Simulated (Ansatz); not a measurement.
# Zr3B: the cost of one run

Computed with Ansatz 0.2.0 (DFT PBE, scalar-relativistic, plane waves, PAW, unless a step's input says otherwise).

## (1) Starting point

It takes space group Im-3m (No. 229, cubic). Conventional cell: a = 5.230 Å, b = 5.230 Å, c = 5.230 Å, α = 90.00°, β = 90.00°, γ = 90.00°. Around Zr (site symmetry 4/mmm) lie 4 Zr at 2.61 Å and 2 B at 2.61 Å. Around B (site symmetry m-3m) lie 6 Zr at 2.61 Å.

Structure file:

```cif
data_structure
_symmetry_space_group_name_H-M 'Im-3m'
_symmetry_Int_Tables_number 229
_cell_length_a 5.2296
_cell_length_b 5.2296
_cell_length_c 5.2296
_cell_angle_alpha 90.000
_cell_angle_beta 90.000
_cell_angle_gamma 90.000
_cell_volume 143.02
loop_
_atom_site_label
_atom_site_type_symbol
_atom_site_symmetry_multiplicity
_atom_site_Wyckoff_symbol
_atom_site_fract_x
_atom_site_fract_y
_atom_site_fract_z
_atom_site_occupancy
Zr1 Zr 6 b 0.50000 0.00000 0.00000 1
B1 B 2 a 0.00000 0.00000 0.00000 1
```

The cell is invented: random cell by space group and Wyckoff sites (Im-3m, No. 229). The dimensions are guesses.

## (2) A first look at the guess

The input, input.yaml:

```yaml
crystal:
  lattice:
    - [-2.6148008, 2.6148008, 2.6148008]
    - [2.6148008, -2.6148008, 2.6148008]
    - [2.6148008, 2.6148008, -2.6148008]
  atoms:
    - { symbol: Zr, position: [0.0, 0.5, 0.5] }
    - { symbol: Zr, position: [0.5, 0.0, 0.5] }
    - { symbol: Zr, position: [0.5, 0.5, 0.0] }
    - { symbol: B, position: [0.0, 0.0, 0.0] }
basis:
  ecutwfc: 420
kpoints:
  mp_grid: { grid: [6, 6, 6] }
hamiltonian:
  xc: pbe
scf:
  occupations: { method: gaussian, width: 0.1 }
  lower_state_search: "off"
output:
  forces: true
  stress: true
  eigenvalues: true
```

Launch:

```sh
$ ansatz run input.yaml --threads 1 --pin off --max-ram 2560MiB --backend cpu --events-out ev --progress --plain --runs-dir out
```

**Question.** How long does this run take on 1 thread of Intel Xeon Platinum 8488C (Sapphire Rapids), shared host, and how much memory does it need?

About 1.6 s, with a peak of 0.37 GiB.
